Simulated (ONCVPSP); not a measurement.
# An ONCV potential for silicon, from input to tests

Task: generate the file, and judge it by its errors in other configurations, its logarithmic derivatives, its ghosts and its cutoff.

Method: ONCVPSP 4.0.1.1 (patched build), PBE, scalar-relativistic.

## 1. Settings

The settings as typed:

```
element                 : silicon (Si, Z = 14)
type                    : optimised norm-conserving Vanderbilt (ONCV)
frozen core             : [He]
valence charge          : 12
reference configuration : 2s2 2p6 3s2 3p2
partial waves           : 2s+3s: rc 0.75 bohr, ncon 4, nbas 9, qcut 20.6 1/bohr, 2 projectors; 2p+3p: rc 0.95 bohr, ncon 4, nbas 7, qcut 11.8 1/bohr, 2 projectors; d scattering state at 0.16 Ha: rc 0.90 bohr, ncon 3, nbas 7, qcut 10.5 1/bohr, 2 projectors, debl 2.5 Ha
local potential         : polynomial inside 0.50 bohr (lpopt 3, dvloc0 0 Ha)
core correction         : Teter function, fcfact 3.25, rcfact 1.15
```

The outer shells as boxes (Hund's rule for the drawing; the calculation is spin-unpolarised):

```
[He] core
2s [↑↓]
2p [↑↓][↑↓][↑↓]
3s [↑↓]
3p [↑ ][↑ ][  ]
```

## 2. Generation

Input file Si.dat:

```
# ATOM AND REFERENCE CONFIGURATION
# atsym  z   nc   nv     iexc    psfile
  Si 14.00    1    4        4      upf
#
#   n    l    f
    1    0    2.00
    2    0    2.00
    2    1    6.00
    3    0    2.00
    3    1    2.00
#
# PSEUDOPOTENTIAL AND OPTIMIZATION
# lmax
    2
#
#   l,   rc,      ep,       ncon, nbas, qcut
    0    0.75    0.00    4    9   20.60
    1    0.95    0.00    4    7   11.80
    2    0.90    0.16    3    7   10.50
#
# LOCAL POTENTIAL
# lloc, lpopt,  rc(5),   dvloc0
    4    3    0.50    0.00
#
# VANDERBILT-KLEINMAN-BYLANDER PROJECTORs
# l, nproj, debl
    0    2    0.90
    1    2    3.30
    2    2    2.50
#
# MODEL CORE CHARGE
# icmod, fcfact, rcfact
    3    3.25    1.15
#
# LOG DERIVATIVE ANALYSIS
# epsh1, epsh2, depsh
   -7.00    5.00    0.04
#
# OUTPUT GRID
# rlmax, drl
    6.00    0.01
#
# TEST CONFIGURATIONS
# ncnf
    4
# nvcnf
#   n    l    f
    4
    2    0    2.00
    2    1    6.00
    3    0    2.00
    3    1    1.00
#
    4
    2    0    2.00
    2    1    6.00
    3    0    2.00
    3    1    0.00
#
    4
    2    0    2.00
    2    1    6.00
    3    0    1.00
    3    1    0.00
#
    4
    2    0    2.00
    2    1    5.00
    3    0    2.00
    3    1    2.00
#
```

Run with:

```
$ oncvpsp.x < Si.dat > Si.out
```

**Question.** What will these runs give? Wanted: cutoffs for 1 and 0.1 mHa per electron, occupied waves; bound ghosts; GHOST(+) flags; largest test error; largest phase difference near zero energy, channels read; rms error of d²Exc/dn², without and with the model core.

The runs gave:

```
                                                quantity                          value
  cutoffs for 1 and 0.1 mHa per electron, occupied waves              117 Ha and 164 Ha
                                            bound ghosts                     none found
                                          GHOST(+) flags             none at low energy
                            largest test error (AE − PS)  +637 meV, for 2s2 2p5 3s2 3p2
largest phase difference near zero energy, channels read                      0.000 rad
 rms error of d²Exc/dn², without and with the model core              1.37 and 1.79 mHa
```

What this shows: The worst unpolarised test, 2s2 2p5 3s2 3p2, is off by 637 meV on 110.0 eV; by total energies transferability rates as poor. That test lies far up in energy; among those under 40 eV, nearer to bonding, the largest error is 2.6 meV. The potential is very hard: the looser tolerance needs 117 Ha. At the looser tolerance the 2s wave is the slowest; 3s needs 92 Ha. The program's ghost test flags no bound state. Near zero energy the phases of the channels with partial waves agree within 0.001 rad.
